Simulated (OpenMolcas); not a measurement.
**CH3Cl3Si (methyltrichlorosilane) at 6 levels**

Aim: a comparison of 6 runs (HF/STO-3G, BLYP/cc-pVDZ, M06-2X/cc-pVDZ, revPBE/cc-pVDZ, MP2/cc-pVDZ, CCSD(T)/cc-pVDZ) of CH3Cl3Si (methyltrichlorosilane). 

Program for the calculation: OpenMolcas 26.06.

1 further run of the same task is left out (set aside as unsound or not needed).

**1. The structure to begin with**

The species is CH3Cl3Si (8 atoms), meant as a singlet with charge 0. As SMILES, `C[Si](Cl)(Cl)Cl`. The coordinates come from a PBE0-D4/def2-TZVP relaxation.

Bond lengths: C1–Si2 1.841 Å, Si2–Cl3 2.039 Å, Si2–Cl4 2.039 Å, Si2–Cl5 2.039 Å, C1–H6 1.092 Å, C1–H7 1.092 Å, C1–H8 1.092 Å. Some angles: C1–Si2–Cl3 110.7°, C1–Si2–Cl4 110.7°, C1–Si2–Cl5 110.6°, Cl3–Si2–Cl4 108.3°, Cl3–Si2–Cl5 108.3°, Cl4–Si2–Cl5 108.3°, Si2–C1–H6 110.0°, Si2–C1–H7 110.0°, Si2–C1–H8 110.0°, H6–C1–H7 109.0°.

**2. Energy and forces at HF/STO-3G (run 1)**

The input, calc.input:

```
&GATEWAY
 BASLIB=$CurrDir
 BASISSET
 C.STO-3G....
 C1 -0.728900 -0.279600 0.686100 angstrom
 End of Basis
 BASISSET
 Si.STO-3G....
 Si2 0.568900 0.197900 -0.528700 angstrom
 End of Basis
 BASISSET
 Cl.STO-3G....
 Cl3 2.360400 -0.640000 -0.033600 angstrom
 Cl4 0.065900 -0.429500 -2.402200 angstrom
 Cl5 0.801200 2.223000 -0.573800 angstrom
 End of Basis
 BASISSET
 H.STO-3G....
 H6 -0.844500 -1.365200 0.700800 angstrom
 H7 -0.448300 0.061100 1.684800 angstrom
 H8 -1.682600 0.175200 0.410800 angstrom
 End of Basis

&SEWARD

&SCF
 THRESHOLDS=1e-10 1e-07 1e-07 1e-05
 PRORBITALS=0

&ALASKA
```

The basis set STO-3G is read from a file made from the Basis Set Exchange's data (not shown).

Command:

```
$ export MOLCAS_MEM=1860
$ pymolcas calc.input > calc.log
```

Output:

```text
--- Start Module: gateway ---
[...]
--- Stop Module: gateway /rc=_RC_ALL_IS_WELL_ ---
[...]
      Basis functions           44
[...]
--- Start Module: scf ---
[...]
       Convergence after  10 Iterations
[...]
::    Total SCF energy                              -1688.6816509546
[...]
      Total spin, S                                     0.0000000000
[...]
      Total electronic charge=   74.000000
      Total            charge=   -0.000000
[...]
      Dipole Moment (debye):
      Origin of the operator (angstrom)=    0.7913    0.2798   -0.7368
                   X= -2.2250E+00               Y= -8.1926E-01               Z=  2.0825E+00           Total=  3.1557E+00
      Quadrupole Moment (debye*angstrom):
[...]
--- Stop Module: scf /rc=_RC_ALL_IS_WELL_ ---
--- Start Module: alaska ---
[...]
 *              Molecular gradients               *
 **************************************************
  Irreducible representation: a
 ------------------------------------------------------------------------------------------
                              X                       Y                       Z
 ------------------------------------------------------------------------------------------
  C1                8.19072935619936E-03    2.98328060124131E-03   -7.66262547246566E-03
  SI2               1.02331336540553E-02    3.71934721924116E-03   -9.59790551574180E-03
  CL3              -1.93624213345096E-02    9.24866419051540E-03   -5.62909645656262E-03
  CL4               5.73372561012597E-03    6.94890976584794E-03    2.02759155881971E-02
  CL5              -2.30696626738092E-03   -2.20160567915357E-02    2.77090179276573E-04
  H6                3.48869603884916E-04   -8.20059178654731E-03   -1.08199480311555E-03
  H7                3.52576744583166E-03    3.20419794385818E-03    6.82420603056055E-03
  H8               -6.36283806835536E-03    4.11224885734662E-03   -3.40558955005110E-03
[...]
--- Stop Module: alaska /rc=_RC_ALL_IS_WELL_ ---
[...]
```

Wall time 3 s (1 thread of Arm Neoverse V2, shared host); peak memory 0.37 GiB.

**3. Energy and forces at BLYP/cc-pVDZ (run 2)**

The input, struct.xyz:

```xyz
8

C     -0.728900    -0.279600     0.686100
Si     0.568900     0.197900    -0.528700
Cl     2.360400    -0.640000    -0.033600
Cl     0.065900    -0.429500    -2.402200
Cl     0.801200     2.223000    -0.573800
H     -0.844500    -1.365200     0.700800
H     -0.448300     0.061100     1.684800
H     -1.682600     0.175200     0.410800
```

The input, run.inp:

```
&GATEWAY
 BASLIB=$CurrDir
 COORD=struct.xyz
 BASIS=cc-pVDZ
 GROUP=NoSym

&SEWARD
 GRIDINPUT
 Grid=UltraFine
 End of Grid

&SCF
 KSDFT=BLYP
 THRESHOLDS=1e-10 1e-07 1e-07 1e-05
 PRORBITALS=1 1

&ALASKA
```

The basis set cc-pVDZ is read from a file made from the Basis Set Exchange's data (not shown).

Command:

```
$ export MOLCAS_MEM=1860
$ pymolcas run.inp > run.log
```

Output:

```text
--- Start Module: gateway ---
[...]
--- Stop Module: gateway /rc=_RC_ALL_IS_WELL_ ---
[...]
      Basis functions          101
[...]
--- Start Module: scf ---
[...]
       Convergence after  13 Iterations
[...]
::    Total KS-DFT energy                           -1710.1235444977
[...]
      Total spin, S                                     0.0000000000
[...]
      Total electronic charge=   74.000000
      Total            charge=   -0.000000
[...]
      Dipole Moment (debye):
      Origin of the operator (angstrom)=    0.7913    0.2798   -0.7368
                   X= -1.4426E+00               Y= -5.3141E-01               Z=  1.3501E+00           Total=  2.0460E+00
      Quadrupole Moment (debye*angstrom):
[...]
--- Stop Module: scf /rc=_RC_ALL_IS_WELL_ ---
[...]
--- Start Module: alaska ---
[...]
 *              Molecular gradients               *
 **************************************************
  Irreducible representation: a
 ------------------------------------------------------------------------------------------
                              X                       Y                       Z
 ------------------------------------------------------------------------------------------
  C1                1.90526111612144E-03    6.80265053937923E-04   -1.78750592862542E-03
  SI2               7.08818068404504E-03    2.57446564778974E-03   -6.64807863563865E-03
  CL3              -2.16438395133771E-02    1.03578458215878E-02   -6.31999408922113E-03
  CL4               6.43807666556029E-03    7.78565268741183E-03    2.26611809806982E-02
  CL5              -2.55850560987403E-03   -2.46473665501270E-02    2.91927341538489E-04
  H6                1.50329266175708E-03    1.06222606127915E-02   -5.11029249866679E-04
  H7               -2.31053271099080E-03   -3.13608170133217E-03   -9.97058304323861E-03
  H8                9.57806670692296E-03   -4.23704157196703E-03    2.28408262430846E-03
[...]
--- Stop Module: alaska /rc=_RC_ALL_IS_WELL_ ---
[...]
```

It took 44 s on 1 thread of Arm Neoverse V2, shared host; peak memory 0.56 GiB.

Runs 3 to 4 aren't shown in full; the table further down has their settings and results.

**4. A single-point energy at MP2/cc-pVDZ (run 5)**

The input, test.input:

```
>>> EXPORT MOLCAS_PRINT=2

&GATEWAY
  BasLib=$CurrDir
  Coord
  8
  angstrom
  C       -0.728900      -0.279600       0.686100
  Si       0.568900       0.197900      -0.528700
  Cl       2.360400      -0.640000      -0.033600
  Cl       0.065900      -0.429500      -2.402200
  Cl       0.801200       2.223000      -0.573800
  H       -0.844500      -1.365200       0.700800
  H       -0.448300       0.061100       1.684800
  H       -1.682600       0.175200       0.410800
  Basis=cc-pVDZ
  Group=NoSym

&SEWARD

&SCF
  Thresholds=1e-10 1e-07 1e-07 1e-05
  PrOrbitals=0

&MBPT2
  Frozen=21
```

The basis set cc-pVDZ is read from a file made from the Basis Set Exchange's data (not shown).

Command:

```
$ export MOLCAS_MEM=1860
$ pymolcas test.input > test.log
```

Output:

```text
--- Start Module: gateway ---
[...]
--- Stop Module: gateway /rc=_RC_ALL_IS_WELL_ ---
[...]
      Basis functions          101
[...]
--- Start Module: scf ---
[...]
       Convergence after  12 Iterations
[...]
::    Total SCF energy                              -1707.2326250426
[...]
      Total spin, S                                     0.0000000000
[...]
      Total electronic charge=   74.000000
      Total            charge=   -0.000000
[...]
      Dipole Moment (debye):
      Origin of the operator (angstrom)=    0.7913    0.2798   -0.7368
                   X= -1.6212E+00               Y= -5.9720E-01               Z=  1.5172E+00           Total=  2.2993E+00
      Quadrupole Moment (debye*angstrom):
[...]
--- Stop Module: scf /rc=_RC_ALL_IS_WELL_ ---
[...]
--- Start Module: mbpt2 ---
[...]
WARNING!
Default frozen orbitals as non valence orbitals is overwritten by user input.
Default values:  18
[...]
       Reference weight ( Cref**2 )         =        0.80546
::    Total MBPT2 energy                            -1707.8697221859
[...]
      Total MBPT2 calculations                           0.43      0.50
--- Stop Module: mbpt2 /rc=_RC_ALL_IS_WELL_ ---
[...]
```

It took 10 s on 1 thread of Arm Neoverse V2, shared host; peak memory 0.56 GiB.

**5. The energy at CCSD(T)/cc-pVDZ (Cholesky decomposition) (run 6)**

The input, mol.inp:

```
* CH3Cl3Si CCSD(T)

&GATEWAY
  BasLib=$CurrDir
  BasisSet
  C.cc-pVDZ....
  C1 -0.728900 -0.279600 0.686100 angstrom
  End of Basis
  BasisSet
  Si.cc-pVDZ....
  Si2 0.568900 0.197900 -0.528700 angstrom
  End of Basis
  BasisSet
  Cl.cc-pVDZ....
  Cl3 2.360400 -0.640000 -0.033600 angstrom
  Cl4 0.065900 -0.429500 -2.402200 angstrom
  Cl5 0.801200 2.223000 -0.573800 angstrom
  End of Basis
  BasisSet
  H.cc-pVDZ....
  H6 -0.844500 -1.365200 0.700800 angstrom
  H7 -0.448300 0.061100 1.684800 angstrom
  H8 -1.682600 0.175200 0.410800 angstrom
  End of Basis

&SEWARD
  High

&SCF
  Thresholds=1e-10 1e-07 1e-07 1e-05
  PrOrbitals=1

&CHCC
  Frozen=21
  Threshold=1e-08
  MaxIterations=80

&CHT3
  Frozen=21
```

The basis set cc-pVDZ is read from a file made from the Basis Set Exchange's data (not shown).

Command:

```
$ export MOLCAS_MEM=1860
$ pymolcas mol.inp > mol.log
```

Output:

```text
--- Start Module: gateway ---
[...]
--- Stop Module: gateway /rc=_RC_ALL_IS_WELL_ ---
[...]
      Basis functions          101
[...]
       Convergence after  12 Iterations
[...]
::    Total SCF energy                              -1707.2326249022
[...]
      Total spin, S                                     0.0000000000
[...]
      Total electronic charge=   74.000000
      Total            charge=   -0.000000
[...]
      Dipole Moment (debye):
      Origin of the operator (angstrom)=    0.7913    0.2798   -0.7368
                   X= -1.6212E+00               Y= -5.9720E-01               Z=  1.5172E+00           Total=  2.2993E+00
      Quadrupole Moment (debye*angstrom):
[...]
--- Start Module: chcc ---
[...]
--- Stop Module: chcc /rc=_RC_ALL_IS_WELL_ ---
[...]
--- Start Module: cht3 ---
[...]
--- Stop Module: cht3 /rc=_RC_ALL_IS_WELL_ ---
[...]
```

It took 3.2 min on 1 thread of Arm Neoverse V2, shared host; peak memory 0.13 GiB.

**6. The series**

| run | level | integration grid | task | energy (Eh) | dipole moment (D) of the reference | HOMO energy (eV) | LUMO energy (eV) | wall time |
| --- | --- | --- | --- | --- | --- | --- | --- | --- |
| 1 | HF/STO-3G | – | gradient | -1688.681651 | 3.16 | -11.08 | 6.69 | 3 s |
| 2 | BLYP/cc-pVDZ | UltraFine | gradient | -1710.123544 | 2.05 | -7.38 | -0.39 | 44 s |
| 3 | M06-2X/cc-pVDZ | UltraFine | gradient | -1710.088059 | 2.20 | -10.37 | 1.38 | 63 s |
| 4 | revPBE/cc-pVDZ | UltraFine | gradient | -1709.847185 | 2.10 | -7.58 | -0.47 | 42 s |
| 5 | MP2/cc-pVDZ | – | energy | -1707.869722 | 2.30 | -12.46 | 4.43 | 10 s |
| 6 | CCSD(T)/cc-pVDZ (Cholesky decomposition) | – | energy | -1707.939223 | 2.30 | -12.46 | 4.43 | 3.2 min |

**7. Summary of results**

| quantity | value |
| --- | --- |
| run 6: total energy | -1707.93922 Eh |
| run 6: dipole moment (mean-field density) | 2.30 D |
| run 6: HOMO energy (Hartree–Fock orbitals) | -12.46 eV |
| run 6: LUMO energy (Hartree–Fock orbitals) | 4.43 eV |
| run 6: HOMO–LUMO gap (Hartree–Fock orbitals) | 16.90 eV |
| run 6: correlation energy (21 core orbitals frozen) | -706.6 mEh |
| run 6: (T) correction | -16.63 mEh |

**Reading.** Over runs 1, 2, 3, 4 the dipole moment (its size) runs from 2.05 D (BLYP/cc-pVDZ) to 3.16 D (HF/STO-3G). The two ends differ in method and basis. Over runs 1, 2, 3, 4 the HOMO–LUMO gap runs from 6.99 eV (BLYP/cc-pVDZ) to 17.78 eV (HF/STO-3G). Totals of different functionals can't be ranked against each other. In run 1 the basis is minimal, so the values are rough. All runs together took 5.9 min, the longest 3.2 min.
